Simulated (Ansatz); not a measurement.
# NbPd4: relaxation of cell and atoms with PBEsol

NbPd4:

```xyz
5
Lattice="1.4176 0.8185 11.4953 -1.4176 0.8185 11.4953 0.0000 -1.6369 11.4953" Properties=species:S:1:pos:R:3 pbc="T T T"
Pd    0.0000    0.0000   20.7129
Pd    0.0000    0.0000    6.8943
Pd    0.0000    0.0000   27.5915
Pd    0.0000    0.0000   13.7729
Nb    0.0000    0.0000    0.0000
```

The cell comes from a database or a generator and needn't be the stable form of this composition.

```yaml
Program: Ansatz 0.2.0
Task: relaxation of cell and atoms
Functional: PBEsol
Potentials_or_basis: Ansatz PAW
Cutoff: "420 eV (not typed: the program's choice for these potentials)"
k_mesh: 11 × 11 × 11
Occupations: fermi-dirac, width 0.05 eV
Spin: no spin polarisation
Target_pressure: 30 GPa
Target_pressure_GPa: 30
```

The relaxed volume is 13.46 Å³/atom. The relaxed cell is a = 11.025 Å, b = 11.025 Å, c = 11.025 Å, α = 13.90°, β = 13.90°, γ = 13.90° and the space group after relaxing (to 0.05 Å) is R-3m (No. 166). The energy change on relaxing (the enthalpy is what falls) is +103.9 meV/atom and the ionic steps are 8. The pressure after relaxing is 30.0 GPa. The band gap on the k mesh is none (metal or under the smearing width).

The path:
```tsv
step	energy change (eV)	largest force (eV/Å)	volume (Å³)
1	0.0000	0.0869	80.02
2	0.2688	0.4515	68.92
3	0.6323	0.0259	66.72
4	0.5096	0.0102	67.34
5	0.5158	0.0021	67.31
6	0.5213	0.0021	67.31
7	0.5197	0.0006	67.32
8	0.5197	0.0006	67.32
```

Final structure:
```
Pd Nb
1.0
     1.33420    0.77030   10.91717
    -1.33420    0.77030   10.91717
     0.00000   -1.54061   10.91717
Pd Nb
4 1
Direct
  0.59974 0.59974 0.59974
  0.19978 0.19978 0.19978
  0.80022 0.80022 0.80022
  0.40026 0.40026 0.40026
  0.00000 0.00000 0.00000
```

Levels at points of the mesh, in eV from the Fermi level:
| k point | band 39 | band 40 | band 41 | band 42 | band 43 | band 44 | band 45 | band 46 | band 47 | band 48 |
| --- | --- | --- | --- | --- | --- | --- | --- | --- | --- | --- |
| (0.00, 0.00, 0.00) | -1.92 | -1.92 | -1.25 | -1.25 | -0.33 | -0.32 | -0.32 | -0.26 | 0.62 | 0.62 |

Run time: 2.1 min on 2 threads of AMD EPYC 7R43 64-Core Processor (Zen 3), with other jobs on the host, peak memory 0.71 GiB.

Caveat: the volume moved by over 15 % at a fixed basis, so the end points are rough; the plane-wave basis is chosen anew once the cell has moved, so the energies of steps on either side of that aren't comparable; the PAW data sets come from PBE, with cores solved anew for the run's functional, which leaves a small shift of forces and pressure.
